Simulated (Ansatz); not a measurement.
# AlNi: the cost of one run

Method: DFT LDA, scalar-relativistic, plane waves, PAW, in Ansatz 0.2.0.

1 further run of the same task is left out (set aside as unsound or not needed).

## Step 1: The starting structure

The structure is cubic, space group Pm-3m (No. 221). Conventional cell: a = 2.833 Å, b = 2.833 Å, c = 2.833 Å, α = 90.00°, β = 90.00°, γ = 90.00°. Al (site symmetry m-3m) has 8 Ni at 2.45 Å as nearest neighbours. Ni (site symmetry m-3m) is surrounded by 8 Al at 2.45 Å.

As a file:

```
Al Ni
1.0
     2.00287   -2.00286    0.00000
     2.00287    2.00286    0.00000
     0.00000    0.00000    2.83513
Al Ni
1 1
Cartesian
  0.0000 0.0000 0.0000
  2.0029 0.0000 1.4176
```

It goes back to an entry of the Materials Project, which need not be the stable form.

This cell was relaxed beforehand with the same method: volume 11.37 Å³/atom, gap on the mesh none (metal).

## Step 2: The reference run

input.yaml

```yaml
crystal:
  lattice:
    - [2.0028655974, -2.0028644312, 0.0]
    - [2.0028655974, 2.0028644312, 0.0]
    - [0.0, 0.0, 2.835133432]
  atoms:
    - { symbol: Al, position: [0.0, 0.0, 0.0] }
    - { symbol: Ni, position: [0.5, 0.5, 0.5] }
basis:
  ecutwfc: 420
kpoints:
  mp_grid: { grid: [16, 16, 14] }
hamiltonian:
  xc: lda
scf:
  occupations: { method: fermi_dirac, width: 0.15 }
output:
  eigenvalues: true
phonons:
  method: dfpt
```

This input was run earlier.

## Step 3: Trial: finite displacements of 0.1 Å in the cell itself

input.yaml

```yaml
crystal:
  lattice:
    - [2.0028655974, -2.0028644312, 0.0]
    - [2.0028655974, 2.0028644312, 0.0]
    - [0.0, 0.0, 2.835133432]
  atoms:
    - { symbol: Al, position: [0.0, 0.0, 0.0] }
    - { symbol: Ni, position: [0.5, 0.5, 0.5] }
basis:
  ecutwfc: 420
kpoints:
  mp_grid: { grid: [16, 16, 14] }
hamiltonian:
  xc: lda
scf:
  occupations: { method: fermi_dirac, width: 0.15 }
output:
  eigenvalues: true
phonons:
  method: fd
  amplitude: 0.1
  supercell: [1, 1, 1]
  dielectric: false
```

On the command line:

```sh
$ ansatz run input.yaml --threads 1 --pin off --max-ram 3072MiB --backend cpu --events-out ev --progress --plain --runs-dir out
```

**Question.** How long does this run take on 1 thread of Arm Neoverse V2, shared host, and how much memory does it need?

About 3.1 min, with a peak of 0.55 GiB.
